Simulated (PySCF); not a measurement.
# BrH3Si: the cost of one run

Computed with PySCF 2.14.0, with density-fitted response routines of our own, on a single molecule in the gas phase. Atoms are numbered from 0 throughout.

## (1) The molecule as given

5 atoms, charge 0, multiplicity 1; geometry from: GFN2-xTB. The atoms were then displaced at random by about 0.03 Å, so the start is not that level's minimum.

Bonds of the start (Å): Si0–Br1 2.13, Si0–H2 1.56, Si0–H3 1.40, Si0–H4 1.47.

## (2) Optimising the geometry at PBE0-D3(BJ)/def2-SVP

The job: settings as JSON, then the geometry in Å.

```
{"job": {"xc": "PBE0", "basis": "def2-SVP", "d3": "d3bj", "grid": 1, "shake": 0.03, "kind": "geom"}, "charge": 0, "multiplicity": 1}
Si    -0.142600    -0.064610     0.004350
Br     1.987130    -0.110490     0.006580
H     -0.586180     1.388700    -0.342340
H     -0.529220    -0.384410     1.311090
H     -0.637030    -0.933960    -1.076160
```

On the command line:

```bash
$ OMP_NUM_THREADS=1 python probes_run.py task.json out
```

The driver reads the jobs from task.json and runs them one after another.

Q: Estimate the wall time and peak memory of this first job on 1 thread of Arm Neoverse V1, shared host.

About 6 s, with a peak of 0.27 GiB.
